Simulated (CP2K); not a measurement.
# GeS (germanium sulfide) at HF/aug-cc-pVTZ

What is the energy change on altering one bond length of GeS (germanium sulfide) at HF/aug-cc-pVTZ? 

Program for the calculation: CP2K 2026.2.

## (1) The structure to begin with

The species is GeS (2 atoms), meant as a singlet with charge 0. SMILES: `[S+]#[Ge-]`. The bond length is the measured one.

Bond lengths: S1–Ge2 2.012 Å.

## (2) The energy at HF/aug-cc-pVTZ

File run.inp:

```
&GLOBAL
   PROJECT run
   RUN_TYPE ENERGY
   PRINT_LEVEL MEDIUM
&END GLOBAL

&FORCE_EVAL
   METHOD QS
   &DFT
      BASIS_SET_FILE_NAME ./aug_cc_pvtz.basis
      POTENTIAL_FILE_NAME POTENTIAL
      &QS
         METHOD GAPW
         EPS_DEFAULT 1.0E-10
      &END QS
      &MGRID
         CUTOFF 280
         REL_CUTOFF 50
         NGRIDS 4
      &END MGRID
      &POISSON
         PERIODIC NONE
         POISSON_SOLVER WAVELET
      &END POISSON
      &SCF
         SCF_GUESS ATOMIC
         EPS_SCF 1.0E-07
         MAX_SCF 150
         ADDED_MOS 5
         &DIAGONALIZATION
            ALGORITHM STANDARD
         &END DIAGONALIZATION
         &MIXING
            METHOD DIRECT_P_MIXING
            ALPHA 0.4
         &END MIXING
      &END SCF
      &XC
         &XC_FUNCTIONAL NONE
         &END XC_FUNCTIONAL
         &HF
            FRACTION 1
            &SCREENING
               EPS_SCHWARZ 1.0E-10
            &END SCREENING
            &MEMORY
               MAX_MEMORY 1050
            &END MEMORY
         &END HF
      &END XC
      &PRINT
         &MOMENTS
            PERIODIC F
            REFERENCE COM
            MAX_MOMENT 1
         &END MOMENTS
         &MO ON
            ENERGIES T
            OCCUPATION_NUMBERS T
            NDIGITS 6
            &EACH
               QS_SCF 0
            &END EACH
            ADD_LAST NUMERIC
         &END MO
         &LOWDIN ON
         &END LOWDIN
         &HIRSHFELD OFF
         &END HIRSHFELD
         &MO_MOLDEN ON
            NDIGITS 8
         &END MO_MOLDEN
      &END PRINT
   &END DFT
   &SUBSYS
      &CELL
         ABC 13.6 13.6 13.6
         PERIODIC NONE
      &END CELL
      &COORD
         SCALED T
         S    0.50000000   0.50000000   0.42602625
         Ge   0.50000000   0.50000000   0.57397375
      &END COORD
      &KIND S
         BASIS_SET aug-cc-pVTZ
         POTENTIAL ALL
         LEBEDEV_GRID 194
         RADIAL_GRID 100
      &END KIND
      &KIND Ge
         BASIS_SET aug-cc-pVTZ
         POTENTIAL ALL
         LEBEDEV_GRID 194
         RADIAL_GRID 100
      &END KIND
   &END SUBSYS
&END FORCE_EVAL
```

Command:

```bash
$ OMP_NUM_THREADS=1 cp2k.psmp run.inp > run.out
```

The log of the run (excerpt; [...] marks lines left out):

```text
CP2K| version string:                                       CP2K version 2026.2
[...]
 GLOBAL| Method name                                                        CP2K
[...]
 GLOBAL| Run type                                                         ENERGY
[...]
 DFT| Spin restricted Kohn-Sham (RKS) calculation                            RKS
 DFT| Multiplicity                                                             1
[...]
 DFT| Charge                                                                   0
[...]
 QS| Method:                                                                GAPW
[...]
 QS| Density cutoff [a.u.]:                                                140.0
[...]
 QS| Relative density cutoff [a.u.]:                                        25.0
[...]
                             - Atoms:                                          2
[...]
                             - Spherical basis functions:                    109
[...]
 Number of electrons:                                                         48
[...]
     1 P_Mix/Diag. 0.40E+00  298.4     0.80964697     -2472.9748908236 -2.47E+03
[...]
    18 DIIS/Diag.  0.75E-07    3.0     0.00000005     -2472.9897854221  9.09E-13
  *** SCF run converged in    18 steps ***
[...]
  Overlap energy of the core charge distribution:               0.00000367346782
  Self energy of the core charge distribution:               -706.87880097412017
  Core Hamiltonian energy:                                  -1933.33025515361146
  Hartree energy:                                              88.83124453062115
  Exchange-correlation energy:                                  0.00000000000000
  Hartree-Fock Exchange energy:                              -102.53960249209403
[...]
                     Mulliken Population Analysis
 #  Atom  Element  Kind  Atomic population                           Net charge
       1     S        1         16.309489                             -0.309489
       2     Ge       2         31.690511                              0.309489
 # Total charge                             48.000000                 -0.000000
[...]
  Dipole moment [Debye]
    X= -0.5040115E-08 Y= -0.5040115E-08 Z=  0.2786864E+01  Total=      2.7868637
 ENERGY| Total FORCE_EVAL ( QS ) energy [hartree]          -2472.989785422144905
[...]
```

Wall time 5.9 min (1 thread of Arm Neoverse N1, shared host); peak memory 1.2 GiB.

## (3) The distorted shape at the same level

File job.inp:

```
&FORCE_EVAL
   METHOD Quickstep
   &DFT
      BASIS_SET_FILE_NAME ./aug_cc_pvtz.basis
      POTENTIAL_FILE_NAME POTENTIAL
      CHARGE 0
      MULTIPLICITY 1
      # Quickstep
      &QS
         METHOD GAPW
         EPS_DEFAULT 1.0E-10
      &END QS
      # real-space grids
      &MGRID
         CUTOFF 280
         REL_CUTOFF 50
         NGRIDS 4
      &END MGRID
      &POISSON
         PERIODIC NONE
         POISSON_SOLVER WAVELET
      &END POISSON
      # SCF settings
      &SCF
         SCF_GUESS ATOMIC
         EPS_SCF 1.0E-07
         MAX_SCF 100
         ADDED_MOS 10
         &DIAGONALIZATION
            ALGORITHM STANDARD
         &END DIAGONALIZATION
         &MIXING
            METHOD DIRECT_P_MIXING
            ALPHA 0.4
         &END MIXING
      &END SCF
      &XC
         &XC_FUNCTIONAL NONE
         &END XC_FUNCTIONAL
         &HF
            FRACTION 1
            &SCREENING
               EPS_SCHWARZ 1.0E-10
               SCREEN_ON_INITIAL_P F
            &END SCREENING
            &INTERACTION_POTENTIAL
               POTENTIAL_TYPE COULOMB
            &END INTERACTION_POTENTIAL
            &MEMORY
               MAX_MEMORY 1050
            &END MEMORY
         &END HF
      &END XC
      &PRINT
         &MOMENTS
            PERIODIC F
            REFERENCE COM
            MAX_MOMENT 1
         &END MOMENTS
         &MO ON
            ENERGIES T
            OCCUPATION_NUMBERS T
            NDIGITS 6
            &EACH
               QS_SCF 0
            &END EACH
            ADD_LAST NUMERIC
         &END MO
         &LOWDIN ON
         &END LOWDIN
         &HIRSHFELD OFF
         &END HIRSHFELD
         &MO_MOLDEN ON
            NDIGITS 8
         &END MO_MOLDEN
      &END PRINT
   &END DFT
   # structure
   &SUBSYS
      &CELL
         ABC [angstrom] 14.6 14.6 14.6
         PERIODIC NONE
      &END CELL
      &COORD
         S      0.000000     0.000000    -1.006014
         Ge     0.000000     0.000000     2.012086
      &END COORD
      &TOPOLOGY
         &CENTER_COORDINATES
         &END CENTER_COORDINATES
      &END TOPOLOGY
      &KIND S
         BASIS_SET aug-cc-pVTZ
         POTENTIAL ALL
         LEBEDEV_GRID 194
         RADIAL_GRID 100
      &END KIND
      &KIND Ge
         BASIS_SET aug-cc-pVTZ
         POTENTIAL ALL
         LEBEDEV_GRID 194
         RADIAL_GRID 100
      &END KIND
   &END SUBSYS
&END FORCE_EVAL

&GLOBAL
   PROJECT job
   RUN_TYPE ENERGY
   PRINT_LEVEL MEDIUM
&END GLOBAL
```

Command:

```bash
$ OMP_NUM_THREADS=1 cp2k.psmp -i job.inp > job.out 2>&1
```

The log of the run (excerpt; [...] marks lines left out):

```text
CP2K| version string:                                       CP2K version 2026.2
[...]
 GLOBAL| Method name                                                        CP2K
[...]
 GLOBAL| Run type                                                         ENERGY
[...]
 DFT| Spin restricted Kohn-Sham (RKS) calculation                            RKS
 DFT| Multiplicity                                                             1
[...]
 DFT| Charge                                                                   0
[...]
 QS| Method:                                                                GAPW
[...]
 QS| Density cutoff [a.u.]:                                                140.0
[...]
 QS| Relative density cutoff [a.u.]:                                        25.0
[...]
                             - Atoms:                                          2
[...]
                             - Spherical basis functions:                    109
[...]
 Number of electrons:                                                         48
[...]
     1 P_Mix/Diag. 0.40E+00  279.0     0.56371072     -2472.3788032882 -2.47E+03
[...]
    24 DIIS/Diag.  0.40E-07    3.0     0.00000006     -2472.8117902353  5.91E-12
  *** SCF run converged in    24 steps ***
[...]
  Overlap energy of the core charge distribution:               0.00000000000001
  Self energy of the core charge distribution:               -706.87880097412017
  Core Hamiltonian energy:                                  -1933.57998379077026
  Hartree energy:                                              89.20319118420188
  Exchange-correlation energy:                                  0.00000000000000
  Hartree-Fock Exchange energy:                              -102.35391075526108
[...]
                     Mulliken Population Analysis
 #  Atom  Element  Kind  Atomic population                           Net charge
       1     S        1         16.533362                             -0.533362
       2     Ge       2         31.466638                              0.533362
 # Total charge                             48.000000                 -0.000000
[...]
  Dipole moment [Debye]
    X= -0.5813709E-08 Y= -0.5813709E-08 Z=  0.6890991E+01  Total=      6.8909907
 ENERGY| Total FORCE_EVAL ( QS ) energy [hartree]          -2472.811790235345597
[...]
```

Wall time 5.9 min (1 thread of Arm Neoverse N1, shared host); peak memory 1.3 GiB.

## (4) Outcome

Level: HF/aug-cc-pVTZ.

| quantity | value |
| --- | --- |
| first shape: total energy | -2472.98979 Eh |
| first shape: dipole moment | 2.79 D |
| first shape: HOMO energy | -10.27 eV |
| first shape: LUMO energy | 0.25 eV |
| first shape: HOMO–LUMO gap | 10.52 eV |
| distorted shape: total energy | -2472.81179 Eh |
| distorted shape: dipole moment | 6.89 D |
| distorted shape: HOMO energy | -8.46 eV |
| distorted shape: LUMO energy | -1.41 eV |
| distorted shape: HOMO–LUMO gap | 7.05 eV |
| energy change with the S1–Ge2 bond stretched from 2.012 to 3.018 Å | 4.843 eV |

In words: With the S1–Ge2 bond stretched from 2.012 to 3.018 Å the energy rises by 4.84 eV (112 kcal/mol). The first shape isn't relaxed at this level, so the change isn't measured from a minimum. A restricted reference can't describe the breaking bond well at this length.
